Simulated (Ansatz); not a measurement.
# ClGa: the cost of one run

Program: Ansatz 0.2.0, Gaussian basis. Level of theory: def2-QZVPP, all electrons in the functionals, frozen cores in the correlation of double hybrids and RPA. These are calculated values, not measurements.

To be run: PBE, BLYP, r2SCAN, B97M-V, PBE0, B3LYP, wB97M-V, B2PLYP, at charge 1, doublet; charge 1, quartet.

4 further runs of the same task are left out: 4 set aside as unsound or not needed.

## 1. The system

The geometry is a PBE0/def2-TZVP stationary point (not a proven minimum). No spin-orbit coupling is included. The filled d shell of Ga may be among the frozen orbitals whatever the setting's name suggests; the logs give the count.

2 atoms, charge 1, spin multiplicity 2.

Atoms are counted from 1 here; the program's logs count them from 0.

Bond lengths: Cl1–Ga2 2.089 Å.

Coordinates:

```xyz
2
ClGa
Cl    0.00000    0.00000    0.00000
Ga    0.00000    0.00000    2.08860
```

No dispersion term is added; B97M-V, wB97M-V hold VV10 nonlocal correlation. B3LYP takes the VWN-RPA correlation.

The geometry shown and the zero of energy belong to the point charge 1, doublet. The yardstick, RCCSD(T), and other wave-function levels (R restricted, U unrestricted, valence and pair active spaces) come from earlier runs.

## 2. PBE, charge 1, doublet

Input file in.yaml:

```yaml
crystal:
  periodic: [false, false, false]
  atoms:
    - {symbol: Cl, position_ang: [0.000000, 0.000000, 0.000000]}
    - {symbol: Ga, position_ang: [0.000000, 0.000000, 2.088600]}
basis:
  gaussian: {orbitals: "def2-QZVPP.json"}
total_charge: 1
magnetization: {spin_polarized: true, initial_magnetization: 1}
hamiltonian: {xc: {name: PBE}}
output: {orbitals: {seedname: orbitals}}
```

Launch:

```bash
> ansatz run in.yaml --threads 1 --pin off --events-out ev --progress --plain --max-ram 2393MiB
```

Q: Estimate wall time and peak memory on 1 thread of Arm Neoverse V2, shared host.

About 8 s, with a peak of 0.29 GiB.
